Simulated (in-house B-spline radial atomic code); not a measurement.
# Tl⁵⁺: excited configurations

Aim: the energies of several excited configurations of Tl⁵⁺ above a reference configuration, each from its own self-consistent run.

Program: in-house B-spline radial atomic code version 1. Level of theory: Dirac-Hartree-Fock, average of configuration, Fermi nucleus, basis-set limit. These are calculated values, not measurements, unless marked.

### Step 1. The system

| Property | Result |
| --- | --- |
| element | thallium (Z = 81) |
| charge | +5 |
| electrons | 76 |
| configuration | [Xe] 4f14 5d8 |
| Hamiltonian | Dirac-Coulomb |
| nucleus | Fermi, rms radius 5.476 fm |

Outer shells as boxes (Hund's rule):

[Xe] 4f14 5d8
```
[Xe] core
4f [↑↓][↑↓][↑↓][↑↓][↑↓][↑↓][↑↓]
5d [↑↓][↑↓][↑↓][↑ ][↑ ]
```

The boxes draw the filling by Hund's rule, which heavy ions in jj coupling don't follow; these runs average over all states of the configuration.

The run's settings:

```ini
Z = 81
electrons = 76.0
configuration = [Xe] 4f14 5d8
hamiltonian = dirac
method = hf
spin_polarised = False
nucleus = fermi
rms_radius = 5.4759
mass_number = 205
atomic_mass = 204.974427318
speed_of_light = 137.035999084
```

From the earlier run of the reference: total energy -20268.682464 hartree. Levels, eight at most:

```
orbital  occupation  energy (eV)  <r> (bohr)
  4d5/2           6      -474.12      0.4434
  5s1/2           2      -215.87      0.8835
  4f5/2           6      -205.91      0.4614
  4f7/2           8      -201.13      0.4677
  5p1/2           2      -170.80      0.9412
  5p3/2           4      -149.35       1.022
  5d3/2         3.2      -85.107       1.234
  5d5/2         4.8      -82.445       1.270
```

### Step 2. Configuration [Kr] 4d9 4f14 5s2 5p6 5d8 9s1

The run's settings:

```ini
Z = 81
electrons = 76.0
configuration = [Kr] 4d9 4f14 5s2 5p6 5d8 9s1
hamiltonian = dirac
method = hf
spin_polarised = False
nucleus = fermi
rms_radius = 5.4759
mass_number = 205
atomic_mass = 204.974427318
speed_of_light = 137.035999084
```

### Step 3. Configuration [Xe] 4f14 5d7 7f1

Settings: those of step 2 with these lines changed.

```diff
@@ -2,3 +2,3 @@
 electrons = 76.0
-configuration = [Kr] 4d9 4f14 5s2 5p6 5d8 9s1
+configuration = [Xe] 4f14 5d7 7f1
 hamiltonian = dirac
```

### Step 4. Configuration [Kr] 4d9 4f14 5s2 5p6 5d8 7p1

Settings: those of step 3 with these lines changed.

```diff
@@ -2,3 +2,3 @@
 electrons = 76.0
-configuration = [Xe] 4f14 5d7 7f1
+configuration = [Kr] 4d9 4f14 5s2 5p6 5d8 7p1
 hamiltonian = dirac
```

### Step 5. [Kr] 4d9 4f14 5s2 5p6 5d8 9d1

Settings: those of step 4 with these lines changed.

```diff
@@ -2,3 +2,3 @@
 electrons = 76.0
-configuration = [Kr] 4d9 4f14 5s2 5p6 5d8 7p1
+configuration = [Kr] 4d9 4f14 5s2 5p6 5d8 9d1
 hamiltonian = dirac
```

### Step 6. Configuration [Kr] 4d10 4f14 5s2 5p5 5d8 8g1

Settings: those of step 5 with these lines changed.

```diff
@@ -2,3 +2,3 @@
 electrons = 76.0
-configuration = [Kr] 4d9 4f14 5s2 5p6 5d8 9d1
+configuration = [Kr] 4d10 4f14 5s2 5p5 5d8 8g1
 hamiltonian = dirac
```

### Step 7. Configuration [Xe] 4f14 5d7 9f1

Settings: those of step 6 with these lines changed.

```diff
@@ -2,3 +2,3 @@
 electrons = 76.0
-configuration = [Kr] 4d10 4f14 5s2 5p5 5d8 8g1
+configuration = [Xe] 4f14 5d7 9f1
 hamiltonian = dirac
```

Q: How far above the reference does each configuration lie (order and size, in eV)?

The runs gave:

| net move | configuration | energy above the reference (eV) | with Breit, QED, recoil (eV) | largest <r> (bohr) |
| --- | --- | --- | --- | --- |
| 5d → 7f | [Xe] 4f14 5d7 7f1 | 67.639 | 67.637 | 7.28 |
| 5d → 9f | [Xe] 4f14 5d7 9f1 | 74.271 | 74.272 | 14.1 |
| 5p → 8g | [Kr] 4d10 4f14 5s2 5p5 5d8 8g1 | 146.86 | 146.62 | 14.1 |
| 4d → 7p | [Kr] 4d9 4f14 5s2 5p6 5d8 7p1 | 443.80 | 443.43 | 4.26 |
| 4d → 9s | [Kr] 4d9 4f14 5s2 5p6 5d8 9s1 | 458.16 | 457.79 | 8.55 |
| 4d → 9d | [Kr] 4d9 4f14 5s2 5p6 5d8 9d1 | 461.83 | 461.45 | 11.0 |

Quantum defects of the promoted electron, δ = n − ζ/√(−2ε) with ζ = 6 and ε its orbital energy in hartree:

| promotion | δ |
| --- | --- |
| 5d → 7f | 1.242 |
| 5d → 9f | 1.241 |
| 5p → 8g | 0.039 |
| 4d → 7p | 2.875 |
| 4d → 9s | 3.170 |
| 4d → 9d | 2.248 |

At the bottom stands 5d → 7f (67.639 eV), at the top 4d → 9d (461.83 eV). Koopmans' estimate of the ionisation threshold is 82.445 eV; 4 configurations exceed it by over 2 % and could autoionise. Of those tabulated, the defect is largest for 9s (3.17) and least for 8g (0.04): low angular momentum penetrates the core, high angular momentum stays outside it. Two partly filled shells share a symmetry and can mix in the average, which may lower the energy, for: 4d → 7p; 4d → 9s; 4d → 9d. These are averages over configurations, without correlation, not spectroscopic levels.
